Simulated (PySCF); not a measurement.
**The bond of PbF, level by level**

An exercise on one series of results from a longer session: the logs are not shown, and one member is left open.

Method: Pb def2-SVP with ECP60, F def2-SVP, scalar-relativistic core potentials; program: PySCF 2.14.0.

Set-up of the first run:

Settings of the job:

```json
{
  "atoms": "Pb, F",
  "charge": "0",
  "basis": "Pb def2-SVP with ECP60, F def2-SVP",
  "Hamiltonian": "scalar-relativistic core potentials",
  "basis functions": "40",
  "electrons treated": "31",
  "masses in u": "207.9766, 18.9984",
  "levels": "PBE0, PBE, r²SCAN, M06-L, B3LYP, B97-3, CAM-B3LYP, HF, MP2, SCS-MP2, CCSD, CCSD(T)",
  "grid": "80 radial by 434 angular points",
  "occupations": "held fixed by the projection of orbital angular momentum",
  "dissociation limit": "Pb + F, each in its ground configuration",
  "starting distance in angstrom": "2.010",
  "values of 2S to try": "1, 3"
}
```

Steps of the session up to this table: The job; PBE0 along the bond; Higher solutions at PBE0; PBE; r²SCAN (meta-GGA); M06-L (meta-GGA); B3LYP; B97-3 (global hybrid GGA); CAM-B3LYP; UHF; Correlated methods on the Hartree–Fock reference.

One table of the session follows, with a row left open; its other results are not shown here.

Energy (eV) from each level's lowest point:

```
R (Å)    UHF  UHF-MP2  UHF-SCS-MP2  UHF-CCSD  UHF-CCSD(T)
1.779  1.229    1.288        1.307       n/a          n/a
1.862  0.521    0.557        0.571     0.569        0.583
1.945  0.147    0.166        0.175     0.174        0.182
2.007  0.025    0.033        0.037     0.037        0.041
2.069  0.000    0.000        0.000     0.000        0.000
2.131  0.048    0.042        0.038     0.038        0.033
2.214  0.193    0.182        0.172     0.171        0.161
2.317      ?        ?            ?         ?            ?
2.441  0.840    0.829        0.805     0.797        0.772
2.607  1.385    1.385        1.351       n/a          n/a
```

Estimate the missing values for R (Å) = 2.317.

Worked estimate for «UHF». A straight line through the neighbours (2.214, 0.193) and (2.441, 0.840) gives 0.193 + (0.840 − 0.193) × (2.317 − 2.214) / (2.441 − 2.214) = 0.487; a parabola fitted to 4 rows on both sides gives 0.469.

As computed: UHF: 0.457; UHF-MP2: 0.444; UHF-SCS-MP2: 0.428; UHF-CCSD: 0.424; UHF-CCSD(T): 0.408. In «UHF» the line misses by +0.030 and the parabola by +0.012.

State 2 has its PBE0 minimum 4.27 eV higher. The other levels ran on the lowest alone.
